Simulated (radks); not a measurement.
# Ionisation of Xe⁴⁰⁺: one atom, several choices of exchange strength α

Aim: the ionisation energy of Xe⁴⁰⁺ ([Ne] 3s2 3p2) to Xe⁴¹⁺ ([Ne] 3s2 3p1) for each choice of exchange strength α, and which comes nearest the tabulated value.

The numbers are computed with radks (a radial shooting solver on a logarithmic mesh, Libxc functionals) version 1 (Dirac Kohn-Sham, spin-unpolarised, spherical densities, finite nucleus; open shells are shared between the two j in proportion to 2j + 1), except any that are marked as measured or tabulated.

### Step 1. The system

```
element       : xenon (Z = 54)
charge        : +40
electrons     : 14
configuration : [Ne] 3s2 3p2
ion           : Xe⁴¹⁺, [Ne] 3s2 3p1
choices       : α = 0.58; α = 0.635; α = 0.667; α = 0.737; α = 0.792; α = 0.796; α = 1.017
```

The outer shells:

Xe⁴⁰⁺
```
[Ne] core
3s [↑↓]
3p [↑ ][↑ ][  ]
```

Xe⁴¹⁺
```
[Ne] core
3s [↑↓]
3p [↑ ][  ][  ]
```

### Step 2. α = 0.58: Xe⁴⁰⁺

Settings of this run:

```text
Z 54
configuration [Ne] 3s2 3p2
relativity Dirac
functional xalpha 0.58
spin unpolarised
j_filling average
nucleus finite rms 4.7859 fm
c 137.035999084
```

### Step 3. α = 0.58: Xe⁴¹⁺

Changes since step 2:

```diff
@@ -1,3 +1,3 @@
 Z 54
-configuration [Ne] 3s2 3p2
+configuration [Ne] 3s2 3p1
 relativity Dirac
```

### Step 4. α = 0.635: Xe⁴⁰⁺

Settings of this run:

```text
Z 54
configuration [Ne] 3s2 3p2
relativity Dirac
functional xalpha 0.635
spin unpolarised
j_filling average
nucleus finite rms 4.7859 fm
c 137.035999084
```

### Step 5. α = 0.635: Xe⁴¹⁺

Changes since step 4:

```diff
@@ -1,3 +1,3 @@
 Z 54
-configuration [Ne] 3s2 3p2
+configuration [Ne] 3s2 3p1
 relativity Dirac
```

### Step 6. α = 0.667: Xe⁴⁰⁺

Settings of this run:

```text
Z 54
configuration [Ne] 3s2 3p2
relativity Dirac
functional xalpha 0.667
spin unpolarised
j_filling average
nucleus finite rms 4.7859 fm
c 137.035999084
```

### Step 7. α = 0.667: Xe⁴¹⁺

Changes since step 6:

```diff
@@ -1,3 +1,3 @@
 Z 54
-configuration [Ne] 3s2 3p2
+configuration [Ne] 3s2 3p1
 relativity Dirac
```

### Step 8. α = 0.737: Xe⁴⁰⁺

Settings of this run:

```text
Z 54
configuration [Ne] 3s2 3p2
relativity Dirac
functional xalpha 0.737
spin unpolarised
j_filling average
nucleus finite rms 4.7859 fm
c 137.035999084
```

### Step 9. α = 0.737: Xe⁴¹⁺

Changes since step 8:

```diff
@@ -1,3 +1,3 @@
 Z 54
-configuration [Ne] 3s2 3p2
+configuration [Ne] 3s2 3p1
 relativity Dirac
```

### Step 10. α = 0.792: Xe⁴⁰⁺

Settings of this run:

```text
Z 54
configuration [Ne] 3s2 3p2
relativity Dirac
functional xalpha 0.792
spin unpolarised
j_filling average
nucleus finite rms 4.7859 fm
c 137.035999084
```

### Step 11. α = 0.792: Xe⁴¹⁺

Changes since step 10:

```diff
@@ -1,3 +1,3 @@
 Z 54
-configuration [Ne] 3s2 3p2
+configuration [Ne] 3s2 3p1
 relativity Dirac
```

### Step 12. α = 0.796: Xe⁴⁰⁺

Settings of this run:

```text
Z 54
configuration [Ne] 3s2 3p2
relativity Dirac
functional xalpha 0.796
spin unpolarised
j_filling average
nucleus finite rms 4.7859 fm
c 137.035999084
```

### Step 13. α = 0.796: Xe⁴¹⁺

Changes since step 12:

```diff
@@ -1,3 +1,3 @@
 Z 54
-configuration [Ne] 3s2 3p2
+configuration [Ne] 3s2 3p1
 relativity Dirac
```

### Step 14. α = 1.017: Xe⁴⁰⁺

Settings of this run:

```text
Z 54
configuration [Ne] 3s2 3p2
relativity Dirac
functional xalpha 1.017
spin unpolarised
j_filling average
nucleus finite rms 4.7859 fm
c 137.035999084
```

### Step 15. α = 1.017: Xe⁴¹⁺

Changes since step 14:

```diff
@@ -1,3 +1,3 @@
 Z 54
-configuration [Ne] 3s2 3p2
+configuration [Ne] 3s2 3p1
 relativity Dirac
```

**Question.** What will these runs give? Wanted: for each run, exchange strength α; E(Xe⁴⁰⁺); Δ-SCF; −ε(HOMO); <r> HOMO; error.

The runs gave:

```tsv
exchange strength α	E(Xe⁴⁰⁺) (hartree)	Δ-SCF (eV)	−ε(HOMO) (eV)	<r> HOMO (bohr)	error (eV)
α = 0.58	-6007.03134	2914.1	2842.7	0.2686	-60.86
α = 0.635	-6015.12271	2921.6	2850.1	0.2682	-53.45
α = 0.667	-6019.83375	2925.9	2854.5	0.2680	-49.13
α = 0.737	-6030.14774	2935.3	2864.0	0.2675	-39.66
α = 0.792	-6038.25983	2942.8	2871.5	0.2671	-32.22
α = 0.796	-6038.85008	2943.3	2872.0	0.2671	-31.68
α = 1.017	-6071.52129	2973.4	2902.1	0.2656	-1.65
```

What this shows: The NIST Atomic Spectra Database lists 2975 eV (theoretical). Nearest is α = 1.017 (-1.65 eV off), farthest α = 0.58 (-60.86 eV). The ionisation energies span 59.21 eV, the total energies of Xe⁴⁰⁺ 1755 eV: most of the change in the total cancels in the difference. α = 2/3 is LDA exchange; there is no correlation term. The central value is not crossed in this range, but α = 1.017 lie within its uncertainty. Spin polarisation and multiplet splitting are left out, so open shells lie too high by an amount that depends on their filling. Sharing an open shell by 2j + 1 raises it above the true ground level by a part of the spin-orbit splitting, which enters the differences from NIST.
